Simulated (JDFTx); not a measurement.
A run of JDFTx 1.7.0 (patched build):

Contents of Cr3Ge.in:

```
lattice \
    8.5971095812     0.0000000000     0.0000000000 \
    0.0000000000     8.5971095812     0.0000000000 \
    0.0000000000     0.0000000000     8.5971095812
coords-type Lattice
ion Ge     0.5000000000     0.5000000000     0.5000000000 1
ion Ge     0.0000000000     0.0000000000     0.0000000000 1
ion Cr     0.5000000000     0.2500000000     0.0000000000 1
ion Cr     0.5000000000     0.7500000000     0.0000000000 1
ion Cr     0.0000000000     0.5000000000     0.7500000000 1
ion Cr     0.0000000000     0.5000000000     0.2500000000 1
ion Cr     0.7500000000     0.0000000000     0.5000000000 1
ion Cr     0.2500000000     0.0000000000     0.5000000000 1

ion-species pseudo/Ge.upf
ion-species pseudo/Cr.upf
elec-cutoff 47 376
elec-ex-corr gga-PBEsol
kpoint-folding 6 6 6
elec-smearing Fermi 0.0018374661
elec-n-bands 79
spintype z-spin
initial-magnetic-moments Cr 3 3 3 3 3 3
elec-initial-magnetization 18 no
electronic-SCF nIterations 100 energyDiffThreshold 1e-09
electronic-minimize nIterations 30 energyDiffThreshold 1e-7
converge-empty-states yes
forces-output-coords Cartesian

dump-name run.$VAR
dump End Ecomponents EigStats BandEigs Kpoints Forces Stress ElecDensity Dtot
```

Potentials or basis: PseudoDojo-SR-PBEsol-0.4.1-standard with smoothed tails.

Launch:

```sh
$ jdftx -c 1 -i Cr3Ge.in -o Cr3Ge.out
```

Hardware: 1 thread of AMD EPYC 7R43 64-Core Processor (Zen 3) (shared host).

**Question.** How long does it take, and how much memory?

**Answer.** Run time: 30 min on 1 thread of AMD EPYC 7R43 64-Core Processor (Zen 3), on a shared host, peak memory 1.5 GiB. Counts: scf iterations 17, bands 79, k points 20, plane waves 9776.
